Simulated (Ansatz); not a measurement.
# LuSc4O: the cost of one run

Method: DFT PBE, scalar-relativistic, plane waves, PAW, in Ansatz 0.2.0.

### 1 The starting structure

The structure is hexagonal, space group P-6m2 (No. 187). The conventional cell has a = 5.305 Å, b = 5.305 Å, c = 4.349 Å, α = 90.00°, β = 90.00°, γ = 120.00°. Lu (site symmetry -6m2) has 9 Sc at 2.66 to 3.06 Å and 3 O at 3.06 Å in its first shell of neighbours. Sc (site symmetry -6m2) has 6 Sc at 2.66 Å and 3 Lu at 3.06 Å and 3 O at 3.06 Å in its first shell of neighbours. Sc (site symmetry mm2) is surrounded by 6 Sc at 2.65 to 2.66 Å and 2 Lu at 2.66 Å and 4 O at 3.43 Å. O (site symmetry -6m2) is surrounded by 3 Lu at 3.06 Å and 15 Sc at 3.06 to 3.43 Å.

Coordinates:

```
Lu Sc O
1.0
     5.30537    0.00000    0.00000
    -2.65268    4.59458    0.00000
     0.00000    0.00000    4.34855
Lu Sc O
1 4 1
Direct
  0.33333 0.66667 0.00000
  0.66667 0.33333 0.00000
  0.99951 0.49975 0.50000
  0.50025 0.49975 0.50000
  0.50025 0.00049 0.50000
  0.00000 0.00000 0.00000
```

The cell is invented: species swapped into a database cell of CeCo4Cu (P-6m2, No. 187), with O on the Ce sites, Sc on the Co sites and Lu on the Cu sites. The dimensions are guesses.

### 2 A first look at the guess

input.yaml reads:

```yaml
crystal:
  lattice:
    - [5.30536578, 0.0, 0.0]
    - [-2.65268289, 4.59458154, 0.0]
    - [0.0, 0.0, 4.34855173]
  atoms:
    - { symbol: Lu, position: [0.33333333, 0.66666667, 0.0] }
    - { symbol: Sc, position: [0.66666667, 0.33333333, 0.0] }
    - { symbol: Sc, position: [0.99950701, 0.4997535, 0.5] }
    - { symbol: Sc, position: [0.5002465, 0.4997535, 0.5] }
    - { symbol: Sc, position: [0.5002465, 0.00049299, 0.5] }
    - { symbol: O, position: [0.0, 0.0, 0.0] }
basis:
  ecutwfc: 420
kpoints:
  mp_grid: { grid: [6, 6, 4] }
hamiltonian:
  xc: pbe
scf:
  occupations: { method: gaussian, width: 0.1 }
  lower_state_search: "off"
output:
  forces: true
  stress: true
  eigenvalues: true
```

Run with:

```console
$ ansatz run input.yaml --threads 1 --pin off --max-ram 2560MiB --backend cpu --events-out ev --progress --plain --runs-dir out
```

Q: Estimate wall time and peak memory on 1 thread of Intel Xeon at 2.70GHz, shared host.

About 9.2 s, with a peak of 0.41 GiB.
